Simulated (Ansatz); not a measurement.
# CaP2H2O7: a single-point run

Aim: the field gradients at the nuclei of CaP2H2O7, from a sound single-point run.

Computed with Ansatz 0.2.0 (DFT, PBE, plane-wave PAW, default files, scalar-relativistic, unless a step's input says otherwise).

### 1 The starting structure

Symmetry: C2/c, No. 15, monoclinic system. Conventional cell: a = 7.495 Å, b = 8.136 Å, c = 9.902 Å, α = 90.00°, β = 100.72°, γ = 90.00°. Around Ca (site symmetry -1) lie 6 O at 2.26 to 2.48 Å. Around H (site symmetry 1) lie 1 O at 1.03 Å. Around P (site symmetry 1) lie 4 O at 1.50 to 1.63 Å. O (site symmetry 1) is surrounded by 1 P at 1.52 Å and 1 H at 1.57 Å. O (site symmetry 1) has 1 H at 1.03 Å as nearest neighbours. O (site symmetry 1) has 1 P at 1.50 Å as nearest neighbours. Around O (site symmetry 2) lie 2 P at 1.63 Å.

As a file:

```xyz
24
Lattice="3.7474 -4.0680 0.0000 3.7474 4.0680 0.0000 -1.8420 0.0000 9.7290" Properties=species:S:1:pos:R:3 pbc="T T T"
Ca    0.0000    0.0000    0.0000
Ca   -0.9210    0.0000    4.8645
H     1.5057    1.6866    3.3871
H     5.0680    1.6866    1.4774
H     4.1471   -1.6866    6.3419
H     0.5847   -1.6866    8.2517
P     4.6167   -0.9272    1.8523
P     1.9570   -0.9272    3.0122
P     1.0360    0.9272    7.8767
P     3.6957    0.9272    6.7168
O     5.4136    0.1844    1.1987
O     1.1601    0.1844    3.6658
O     0.2391   -0.1844    8.5303
O     4.4926   -0.1844    6.0633
O     5.4204   -1.3891    3.1629
O     1.1533   -1.3891    1.7016
O     0.2323    1.3891    6.5661
O     4.4994    1.3891    8.0274
O     4.2396   -2.1119    1.0205
O     2.3341   -2.1119    3.8440
O     1.4131    2.1119    8.7085
O     3.3186    2.1119    5.8850
O     3.2869   -0.1939    2.4323
O     2.3659    0.1939    7.2968
```

### 2 The run

input.yaml reads:

```yaml
crystal:
  lattice:
    - [3.747361, -4.067951, 0.0]
    - [3.747361, 4.067951, 0.0]
    - [-1.841985, 0.0, 9.729042]
  atoms:
    - { symbol: Ca, position: [0.0, 0.0, 0.0] }
    - { symbol: Ca, position: [0.0, 0.0, 0.5] }
    - { symbol: H, position: [0.079161, 0.493766, 0.348148] }
    - { symbol: H, position: [0.506234, 0.920839, 0.151852] }
    - { symbol: H, position: [0.920839, 0.506234, 0.651852] }
    - { symbol: H, position: [0.493766, 0.079161, 0.848148] }
    - { symbol: P, position: [0.776746, 0.548828, 0.190391] }
    - { symbol: P, position: [0.451172, 0.223254, 0.309609] }
    - { symbol: P, position: [0.223254, 0.451172, 0.809609] }
    - { symbol: P, position: [0.548828, 0.776746, 0.690391] }
    - { symbol: O, position: [0.729933, 0.775272, 0.123213] }
    - { symbol: O, position: [0.224728, 0.270067, 0.376787] }
    - { symbol: O, position: [0.270067, 0.224728, 0.876787] }
    - { symbol: O, position: [0.775272, 0.729933, 0.623213] }
    - { symbol: O, position: [0.973866, 0.632403, 0.325101] }
    - { symbol: O, position: [0.367597, 0.026134, 0.174899] }
    - { symbol: O, position: [0.026134, 0.367597, 0.674899] }
    - { symbol: O, position: [0.632403, 0.973866, 0.825101] }
    - { symbol: O, position: [0.851038, 0.331888, 0.104894] }
    - { symbol: O, position: [0.668112, 0.148962, 0.395106] }
    - { symbol: O, position: [0.148962, 0.668112, 0.895106] }
    - { symbol: O, position: [0.331888, 0.851038, 0.604894] }
    - { symbol: O, position: [0.523829, 0.476171, 0.25] }
    - { symbol: O, position: [0.476171, 0.523829, 0.75] }
kpoints:
  mp_grid: { grid: [4, 4, 3] }
scf:
  occupations: { method: fermi_dirac, width: 0.02 }
  convergence: { dr2_threshold: 1.0e-14 }
  max_iter: 60
hamiltonian:
  xc: pbe
  pseudopotentials: { kind: paw }
output:
  forces: true
  stress: true
  populations: true
  efg:
    quadrupole_moments_barn: { Ca: -0.0408, H: 0.00285783, O: -0.02558 }
    contact_densities: true
```

On the command line:

```sh
ansatz run input.yaml --threads 1 --pin off --max-ram 2560MiB --backend cpu --events-out ev --progress --plain --runs-dir out
```

**Question.** How will this run end, and is anything wrong with its input?

The run converged and reported no error. That alone doesn't make the input a sound one.

The suspect setting: scf.convergence.dr2_threshold is 1.0e-14. The risk: threshold needlessly tight. Once met, so tight a threshold does no harm; it costs cycles.

The test: delete scf.convergence.dr2_threshold (the default then holds).
